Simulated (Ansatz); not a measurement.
**AlGa₂H (triplet): the correlation ladder at a displaced geometry (v2), cc-pVDZ**

One table from this session's results is given with a row withheld; the runs are named, their logs left out.

The runs use Ansatz 0.2.0, Gaussian basis; cc-pVDZ, core rule «outside noble gas», up to 33 orbitals frozen.

The runs, in order: UHF; CCSD(T) on ROHF; CCSD(T) on UHF; BCCD(T) on ROHF; CISD; CCSDT(Q) on ROHF; CCSDT(Q) on UHF.

31 further runs of the same task are left out: 2 for a known fault of the program, 17 that didn't finish, 12 set aside as unsound or not needed.

### What is computed

The geometry is a PBE0/def2-TZVP stationary point (not a proven minimum) with its atoms shifted at random (size 0.100 Å). No spin-orbit coupling is included. The filled d shell of Ga may be among the frozen orbitals whatever the setting's name suggests; the logs give the count.

4 atoms, charge 0, spin multiplicity 3.

Atoms are counted from 1 here; the program's logs count them from 0.

Bond lengths: Ga1–Al2 2.548 Å, Al2–Ga3 2.535 Å, Al2–H4 1.896 Å. Angles: Ga1–Al2–Ga3 72.8°, Ga1–Al2–H4 53.1°, Ga3–Al2–H4 55.6°.

Set-up of the first run:

in.yaml

```yaml
crystal:
  periodic: [false, false, false]
  atoms:
    - {symbol: Ga, position_ang: [0.058947, 0.345494, 1.505566]}
    - {symbol: Al, position_ang: [-0.124173, -1.707518, 0.008174]}
    - {symbol: Ga, position_ang: [-0.029307, 0.321444, -1.508992]}
    - {symbol: H, position_ang: [1.273666, -0.426024, 0.018208]}
basis:
  gaussian: {orbitals: cc-pVDZ}
magnetization: {spin_polarized: true, initial_magnetization: 2}
hamiltonian: {xc: hf}
output: {orbitals: {seedname: orbitals}}
```

Command:

```
ansatz run in.yaml --threads 1 --pin off --events-out ev --progress --plain --max-ram 2393MiB
```

Among the steps run: UHF; CCSD(T) on ROHF; CCSD(T) on UHF; BCCD(T) on ROHF; CISD; CCSDT(Q) on ROHF; CCSDT(Q) on UHF.

One of the session's tables, all rows but one given; the rest of the session is left out.

| method | from UCCSDT(Q) (kJ/mol) |
| --- | --- |
| ROHF | +566.2 |
| UHF | +541.8 |
| RMP2 | +124.9 |
| UMP2 | +135.6 |
| RCCSD | +37.9 |
| UCCSD | ? |
| RCCSD(T) | +8.0 |
| UCCSD(T) | +7.8 |
| BCCD(T) | +7.8 |
| RCCSDT | +3.2 |
| UCCSDT | +2.5 |
| RCCSDT(Q) | +0.7 |
| UCCSDT(Q) | 0 |

Q: Estimate the row for UCCSD from the others.

**Answer.** from UCCSDT(Q) (kJ/mol): +36.2. In the column «from UCCSDT(Q) (kJ/mol)» it lies between RCCSD(T) (+8.0) and RCCSD (+37.9).

Not comparable, so not listed: CISD (they don't share determinant, frozen orbitals or solution with the rows shown, or repeat one).

Caveats from the session: Restricted and unrestricted rows rest on different reference determinants; where their highest levels disagree by more than a few hundredths of an eV, they describe different states and don't form one ladder.
